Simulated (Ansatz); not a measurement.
Here is an Ansatz input file for ClFISn, SMILES [F][Sn]([Cl])[I]. Write the same calculation for the Python package.

```yaml
crystal:
  periodic: [false, false, false]
  atoms:
    - { symbol: F, position_ang: [-1.1549, -0.7049, 1.4388] }
    - { symbol: Sn, position_ang: [0.0879, 0.3958, 0.4377] }
    - { symbol: Cl, position_ang: [2.0142, -0.8679, 0.0852] }
    - { symbol: I, position_ang: [-0.8917, 1.1167, -1.982] }
basis:
  gaussian:
    orbitals: def2-SVP
hamiltonian:
  xc: b3lyp
  dispersion: d3bj
magnetization:
  spin_polarized: true
  initial_magnetization: 1.0
output:
  orbitals: {}
  forces: true
```

Run as a notebook:

```python
from pathlib import Path
import warnings

import ansatz as az
import numpy as np
```

```python
warnings.simplefilter("ignore", az.DeckWarning)
```

```python
geometry_ang = [
    ("F", [-1.1549, -0.7049, 1.4388]),
    ("Sn", [0.0879, 0.3958, 0.4377]),
    ("Cl", [2.0142, -0.8679, 0.0852]),
    ("I", [-0.8917, 1.1167, -1.982]),
]
molecule = az.Crystal.molecule()
for symbol, xyz in geometry_ang:
    molecule = molecule.atom(symbol, xyz)
```

```python
calculation = (
    molecule.calculation()
    .basis(gaussian="def2-SVP")
    .functional("b3lyp", dispersion="d3bj")
    .spin("collinear", total=1)
    .forces()
    .orbitals()
)
res = calculation.run(runs_dir="out")
report = res.report
```

    

```python
report["converged"], report["free_energy_ev"]
```

    (True, -29173.341836130927)

```python
type(res).__name__, type(report).__name__
```

    ('RunOutcome', 'dict')

```python
report["free_energy_ev"]
```

    -29173.341836130927

```python
print("reference energy %16.6f eV" % report["reference_energy_ev"])
print("total energy     %16.6f eV" % report["free_energy_ev"])
print("occupied (up, down):", report["n_occupied"], " virtual:", report["n_virtual"], " frozen:", report["n_frozen"])
```

    reference energy    -29173.078976 eV
    total energy        -29173.341836 eV
    occupied (up, down): [37, 36]  virtual: [47, 48]  frozen: 0

```python
symbols = [site.symbol for site in molecule.cartesian_sites]
forces = np.array(report["forces_ev_ang"])
print("largest force", round(float(np.linalg.norm(forces, axis=1).max()), 4), "eV/A, rms", round(float(np.sqrt((forces ** 2).mean())), 4))
```

    largest force 0.8442 eV/A, rms 0.3863

```python
charges = report["charge_distribution"]
print("dipole moment", round(4.803205 * float(np.linalg.norm(charges["dipole_moment_e_ang"])), 3), "D")
print("Mulliken:", [(s, round(q, 3)) for s, q in zip(symbols, charges["mulliken_charges_e"])])
```

    dipole moment 2.079 D
    Mulliken: [('F', -0.397), ('Sn', 0.775), ('Cl', -0.237), ('I', -0.141)]

```python
lines = Path(report["orbitals_path"]).read_text().splitlines()
field_of = lambda key: [line.split("=")[1].strip() for line in lines if line.startswith(key)]
orbitals = [(27.211386 * float(e), s, float(n)) for e, s, n in zip(field_of("Ene="), field_of("Spin="), field_of("Occup="))]
homo = max(e for e, _, n in orbitals if n > 0.5)
lumo = min(e for e, _, n in orbitals if n < 0.5)
for e, spin, n in sorted(orbitals):
    if homo - 10 < e < lumo + 5:
        print(f"{spin:6s} {e:10.3f} eV  occupation {n:.0f}")
```

    Alpha     -14.241 eV  occupation 1
    Beta      -13.839 eV  occupation 1
    Alpha     -11.474 eV  occupation 1
    Beta      -11.047 eV  occupation 1
    Alpha     -11.017 eV  occupation 1
    Alpha     -10.868 eV  occupation 1
    Beta      -10.846 eV  occupation 1
    Beta      -10.693 eV  occupation 1
    Alpha      -9.955 eV  occupation 1
    Beta       -9.586 eV  occupation 1
    Alpha      -9.342 eV  occupation 1
    Beta       -9.184 eV  occupation 1
    Alpha      -9.116 eV  occupation 1
    Beta       -8.990 eV  occupation 1
    Alpha      -8.135 eV  occupation 1
    Alpha      -7.991 eV  occupation 1
    Beta       -7.983 eV  occupation 1
    Beta       -7.892 eV  occupation 1
    Alpha      -7.127 eV  occupation 1
    Beta       -5.161 eV  occupation 0
    Alpha      -1.793 eV  occupation 0
    Beta       -1.530 eV  occupation 0
    Alpha      -0.639 eV  occupation 0
    Alpha      -0.552 eV  occupation 0
    Beta       -0.319 eV  occupation 0
    Beta       -0.179 eV  occupation 0

Caveats:
- These settings explore the input space; basis and method may be short of convergence.
- The geometry is a force-field or estimated start, not a minimum of this method, and the basis set is short of its limit.
- def2 sets replace the cores of elements past krypton by effective core potentials.
- The species is open-shell (spin multiplicity 2).
- Total less reference energy is the dispersion correction.
- b3lyp holds the VWN-RPA fit, as in Gaussian; the form of ORCA and Turbomole is b3lyp5.
- Levels such as HOMO and LUMO are orbital energies: with these approximate functionals they aren't the ionisation energy and electron affinity, and their gap isn't the fundamental gap.
- Timing: 8.4 s on 1 thread of Arm Neoverse V2, with other jobs on the host, peak memory 0.35 GiB.

(Lines on the test bed's own set-up are left out of the output.)
